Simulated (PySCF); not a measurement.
# C5H12N2: magnetic properties

Wanted: magnetic properties for C5H12N2 (`CN/N=C/C(C)C`).

Programs: PySCF 2.14.0, with routines of our own; each step states its level. All values are computed. Atoms count from 0.

## 1. The system as given

19 atoms, charge 0, multiplicity 1; geometry from: GFN2-xTB.

## 2. Magnetic properties: GIAO PBE/pcSseg-1

What the job is given:

```
{"job": {"kind": "mag", "xc": "PBE", "basis": "pcSseg-1", "isotopologues": 2}, "charge": 0, "multiplicity": 1}
C      3.417709    -0.037094    -0.414188
N      2.250317    -0.509588     0.285356
N      1.069074    -0.116136    -0.206950
C      0.026559    -0.110585     0.508910
C     -1.307986     0.194360    -0.091942
C     -2.012116     1.298222     0.697660
C     -2.161572    -1.076749    -0.114058
H      4.251484    -0.707892    -0.208199
H      3.193005    -0.055824    -1.478465
H      3.703477     0.984428    -0.132697
H      2.337011    -0.563876     1.302563
H      0.045637    -0.362501     1.577828
H     -1.141340     0.530308    -1.119013
H     -2.974017     1.530947     0.246424
H     -1.408845     2.203197     0.711352
H     -2.182500     0.980522     1.724734
H     -1.668325    -1.851546    -0.696211
H     -3.133902    -0.872315    -0.556865
H     -2.313477    -1.448627     0.897642
```

With the program's defaults for keys left out, this is: GIAO PBE/pcSseg-1 magnetisability, rotational g tensor and spin-rotation constants, non-relativistic, gas phase.

On the command line:

```bash
$ OMP_NUM_THREADS=1 python excited_run.py task.json out
```

This one command runs all jobs of the session in turn.

The program printed:

```text
coarse grid: 15000 points
cycle   1  E = -306.6157400188  dE =  5.637e-01  |g| = 6.211e-01  |ddm| = 3.732e+00
cycle   2  E = -306.4831072000  dE =  1.326e-01  |g| = 9.286e-01  |ddm| = 1.662e+00
cycle   3  E = -306.7164874218  dE = -2.334e-01  |g| = 1.659e-01  |ddm| = 1.087e+00
cycle   4  E = -306.7217358373  dE = -5.248e-03  |g| = 8.784e-02  |ddm| = 2.241e-01
cycle   5  E = -306.7234762642  dE = -1.740e-03  |g| = 2.043e-02  |ddm| = 7.961e-02
cycle   6  E = -306.7235569738  dE = -8.071e-05  |g| = 7.295e-03  |ddm| = 1.808e-02
cycle   7  E = -306.7235664135  dE = -9.440e-06  |g| = 2.688e-03  |ddm| = 7.483e-03
final grid: 142488 points
cycle   8  E = -306.7770892959  dE = -3.703e-05  |g| = 1.638e-02  |ddm| = 4.061e-02
cycle   9  E = -306.7769932691  dE =  9.603e-05  |g| = 2.570e-02  |ddm| = 3.564e-02
cycle  10  E = -306.7771542305  dE = -1.610e-04  |g| = 3.103e-03  |ddm| = 2.231e-02
cycle  11  E = -306.7771563143  dE = -2.084e-06  |g| = 9.079e-04  |ddm| = 3.359e-03
cycle  12  E = -306.7771564824  dE = -1.682e-07  |g| = 4.059e-04  |ddm| = 1.075e-03
cycle  13  E = -306.7771565192  dE = -3.677e-08  |g| = 7.722e-05  |ddm| = 3.887e-04
cycle  14  E = -306.7771565204  dE = -1.206e-09  |g| = 2.204e-05  |ddm| = 7.606e-05
cycle  15  E = -306.7771565205  dE = -1.104e-10  |g| = 2.683e-06  |ddm| = 1.985e-05
converged SCF energy = -306.7771565205

Magnetisability tensor (1e-30 J/T^2)
    -1188.28      -37.68       16.89
      -37.68    -1263.05      -39.43
       16.89      -39.43    -1066.06
isotropic -1172.46   principal values   -1283.03  -1180.26  -1054.10
isotropic susceptibility -70.607 1e-6 cm^3/mol

Inertial axes            a          b          c
rot. const./GHz      6.7018     1.1120     1.0275
chi total           -71.397    -76.679    -63.746
chi diamagnetic    -301.322  -1238.814  -1334.321
chi paramagnetic    229.925   1162.135   1270.575
quadrupole/D A        5.673     -5.367     -0.306
g nuclear            0.6933     0.6082     0.6066
g electronic        -0.7239    -0.6071    -0.6133
g total             -0.0307     0.0011    -0.0067

Spin-rotation constants (kHz, H = +C I.J)
atom  isotope        aa         bb         cc
  1    14N        0.561      0.100      0.089
  2    14N        1.965      0.082      0.202
  7     1H       -0.068     -0.087     -0.080
  8     1H       -0.647     -0.113      0.039
  9     1H       -0.646      0.042     -0.105
 10     1H       -0.729     -0.132      0.061
 11     1H       -0.528     -0.136      0.097
 12     1H       -0.656     -0.131      0.046
 13     1H       -0.032     -0.124     -0.083
 14     1H       -0.501     -0.010     -0.115
 15     1H       -0.710     -0.129      0.020
 16     1H       -0.451     -0.023     -0.109
 17     1H       -0.021     -0.124     -0.084
 18     1H       -0.729     -0.128      0.022
  0    13C*       1.065      0.220      0.192
  3    13C*       2.212      0.262      0.428
  4    13C*       1.216      0.215      0.173
  5    13C*       1.041      0.156      0.176
* in the singly substituted isotopologue

Isotopologues: g along a, b, c
2H    at 7,8,9,10,11,12    -0.0222     0.0009    -0.0055
13C   at 0                 -0.0305     0.0010    -0.0066
```

Wall time 34 s (1 thread of Arm Neoverse V2, shared host); peak memory 0.63 GiB.

From this job:

| quantity | value |
| --- | --- |
| magnetisability | -1172·10⁻³⁰ J/T² |
| molar susceptibility | -70.6·10⁻⁶ cm³/mol |
| rotational g (a, b, c) | -0.0307, 0.0011, -0.0067 |

## 3. Magnetic properties: GIAO BHandHLYP/def2-SVP

The job, as its differences from that of step 2:

```diff
@@ -1,2 +1,2 @@
-{"job": {"kind": "mag", "xc": "PBE", "basis": "pcSseg-1", "isotopologues": 2}, "charge": 0, "multiplicity": 1}
+{"job": {"kind": "mag", "xc": "BHandHLYP", "basis": "def2-SVP", "scf": {"aux": "def2-qzvpp-jkfit"}}, "charge": 0, "multiplicity": 1}
 C      3.417709    -0.037094    -0.414188
```

With the program's defaults for keys left out, this is: GIAO BHandHLYP/def2-SVP magnetisability, rotational g tensor and spin-rotation constants, non-relativistic, gas phase.

The program printed:

```text
final grid: 142488 points
cycle   1  E = -306.7572403020  dE =  9.110e-01  |g| = 3.289e-01  |ddm| = 4.254e+00
cycle   2  E = -306.7827919988  dE = -2.555e-02  |g| = 1.815e-01  |ddm| = 6.569e-01
cycle   3  E = -306.7903222949  dE = -7.530e-03  |g| = 5.858e-02  |ddm| = 2.793e-01
cycle   4  E = -306.7910901629  dE = -7.679e-04  |g| = 2.155e-02  |ddm| = 6.328e-02
cycle   5  E = -306.7911786347  dE = -8.847e-05  |g| = 5.842e-03  |ddm| = 2.512e-02
cycle   6  E = -306.7911872420  dE = -8.607e-06  |g| = 2.060e-03  |ddm| = 7.674e-03
cycle   7  E = -306.7911882842  dE = -1.042e-06  |g| = 7.295e-04  |ddm| = 2.966e-03
cycle   8  E = -306.7911884212  dE = -1.370e-07  |g| = 1.761e-04  |ddm| = 1.031e-03
cycle   9  E = -306.7911884307  dE = -9.464e-09  |g| = 5.238e-05  |ddm| = 2.947e-04
cycle  10  E = -306.7911884315  dE = -7.917e-10  |g| = 1.073e-05  |ddm| = 8.471e-05
converged SCF energy = -306.7911884315

Magnetisability tensor (1e-30 J/T^2)
    -1192.18      -38.46       13.84
      -38.46    -1274.31      -35.51
       13.84      -35.51    -1090.10
isotropic -1185.53   principal values   -1293.46  -1183.64  -1079.50
isotropic susceptibility -71.394 1e-6 cm^3/mol

Inertial axes            a          b          c
rot. const./GHz      6.7018     1.1120     1.0275
chi total           -71.603    -77.306    -65.274
chi diamagnetic    -299.967  -1238.256  -1333.904
chi paramagnetic    228.364   1160.949   1268.631
quadrupole/D A        4.691     -4.996      0.305
g nuclear            0.6933     0.6082     0.6066
g electronic        -0.7190    -0.6065    -0.6124
g total             -0.0257     0.0017    -0.0057

Spin-rotation constants (kHz, H = +C I.J)
atom  isotope        aa         bb         cc
  1    14N        0.476      0.082      0.073
  2    14N        2.005      0.063      0.198
  7     1H       -0.087     -0.090     -0.083
  8     1H       -0.660     -0.113      0.034
  9     1H       -0.663      0.038     -0.108
 10     1H       -0.762     -0.130      0.051
 11     1H       -0.578     -0.135      0.095
 12     1H       -0.673     -0.131      0.042
 13     1H       -0.049     -0.127     -0.085
 14     1H       -0.522     -0.013     -0.116
 15     1H       -0.712     -0.131      0.017
 16     1H       -0.474     -0.025     -0.111
 17     1H       -0.040     -0.126     -0.086
 18     1H       -0.732     -0.129      0.018
  0    13C*       0.897      0.189      0.160
  3    13C*       2.128      0.219      0.409
  4    13C*       1.003      0.181      0.141
  5    13C*       0.874      0.132      0.148
* in the singly substituted isotopologue
```

Wall time 19 s (1 thread of Arm Neoverse V2, shared host); peak memory 0.72 GiB.

Key values:

| quantity | value |
| --- | --- |
| magnetisability | -1186·10⁻³⁰ J/T² |
| molar susceptibility | -71.4·10⁻⁶ cm³/mol |
| rotational g (a, b, c) | -0.0257, 0.0017, -0.0057 |

## 4. Magnetic properties side by side

| level | ξ (10⁻³⁰ J/T²) | g(a) | g(b) | gap (eV) | functions | time |
| --- | --- | --- | --- | --- | --- | --- |
| GIAO PBE/pcSseg-1 | -1172 | -0.0307 | 0.0011 | 4.33 | 179 | 34 s |
| GIAO BHandHLYP/def2-SVP | -1186 | -0.0257 | 0.0017 | 8.92 | 158 | 19 s |

## 5. Summary of results

| quantity | value |
| --- | --- |
| magnetisability (step 2, GIAO PBE/pcSseg-1) | -1172·10⁻³⁰ J/T² |
| molar susceptibility (step 2, GIAO PBE/pcSseg-1) | -70.6·10⁻⁶ cm³/mol |
| rotational g (a, b, c) (step 2, GIAO PBE/pcSseg-1) | -0.0307, 0.0011, -0.0067 |
| magnetisability over the levels | -1186 to -1172·10⁻³⁰ J/T² |

What this shows: The magnetisability spreads by 1.1 % over 2 levels, from GIAO BHandHLYP/def2-SVP (19 s) to GIAO PBE/pcSseg-1 (34 s); the runs took 19 s to 34 s. Two levels can agree by chance, so this spread shows no convergence. Vibrational averaging and real surroundings are missing from these values.
